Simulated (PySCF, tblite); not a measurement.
**H₆NO₄PSi₂ (triplet), a small gas-phase stand-in for a defect centre: EPR parameters**

Aim: the EPR parameters of `O=P(O)(O)O[Si]N[SiH3]`. It is drawn as: twofold Si.

Programs: tblite 0.8.0 and PySCF 2.14.0. All values are calculated, for the isolated system unless a continuum is named. Atoms count from 0, parts from 1.

### 1 Starting point

14 atoms, charge 0, multiplicity 3; geometry: distance geometry start.

### 2 Geometry optimisation with GFN2-xTB

Job settings and geometry (Å):

```
{"job": {"kind": "relax", "xc": "GFN2-xTB", "basis": "xTB"}, "charge": 0, "multiplicity": 3}
Si    -0.612583    -0.642994    -0.554528
N     -1.534791    -0.705688     1.003765
Si    -1.045849     0.515687     2.254144
O      0.456965    -0.410077    -1.963708
P      1.821840     0.623657    -1.950285
O      2.004800     1.372844    -3.527107
O      1.616055     1.876609    -0.768513
O      3.236918    -0.268902    -1.575423
H     -1.826761    -1.640781     1.350076
H     -2.171380     1.132584     2.799024
H     -0.179175     1.484079     1.665350
H     -0.348909    -0.175307     3.313672
H      1.491458     1.730850     0.185921
H      3.315408    -0.974124    -0.907098
```

With the program's defaults for keys left out, this is: GFN2-xTB geometry optimisation, gas phase.

Launch:

```sh
> OMP_NUM_THREADS=1 python cluster_run.py task.json out
```

This one command runs all jobs of the session in turn.

**Question.** The jobs that follow are: PBE0-D3(BJ)/def2-SVP geometry optimisation, gas phase; UKS B3LYP, IGLO-III on N O P Si, pcH-1 on H, non-relativistic, mean-field spin-orbit, GIAO; UKS BHandHLYP, IGLO-III on N O P Si, pcH-1 on H, non-relativistic, mean-field spin-orbit, GIAO. Predict: point group; rotational constants (main isotopes); D, E (B3LYP); g(iso) (B3LYP); ⟨S²⟩; largest a(iso); potential on the surface of density 0.002 e/bohr³, 1st and 99th percentile.

**Answer**, as computed:

| quantity | value |
| --- | --- |
| point group | C1 |
| rotational constants (main isotopes) | 2.32, 0.68, 0.61 GHz |
| D, E (B3LYP) | 0.197, 0.063 cm⁻¹ |
| g(iso) (B3LYP) | 2.00110 |
| ⟨S²⟩ | 2.003 (exact 2.00) |
| largest a(iso) | 29Si on Si0, -757.4 MHz |
| potential on the surface of density 0.002 e/bohr³, 1st and 99th percentile | -1.84 V and 2.69 V |

In words: The start of the PBE0/def2-SVP relaxation was shaken at random by about 0.01 Å, so part of the energy gained, and of the first lengths quoted, undoes that. Over 17 steps the energy fell by 0.499 eV; of the close pairs, Si2–H9 changed most, 1.435 to 1.494 Å (PBE0/def2-SVP). Si0 carries the largest spin population, 1.81 e. The isotropic g lies 1.2 ppt below the free-electron value. The coupling of 29Si on Si0 runs from -800.6 (BHandHLYP/IGLO-III+pcH-1) to -757.4 MHz (B3LYP/IGLO-III+pcH-1). The triplet was assumed; the singlet may lie lower. A capped cluster stands for the solid here, so long-range fields and strain are missing, and bands or shifts of the capping hydrogens have no counterpart in it.
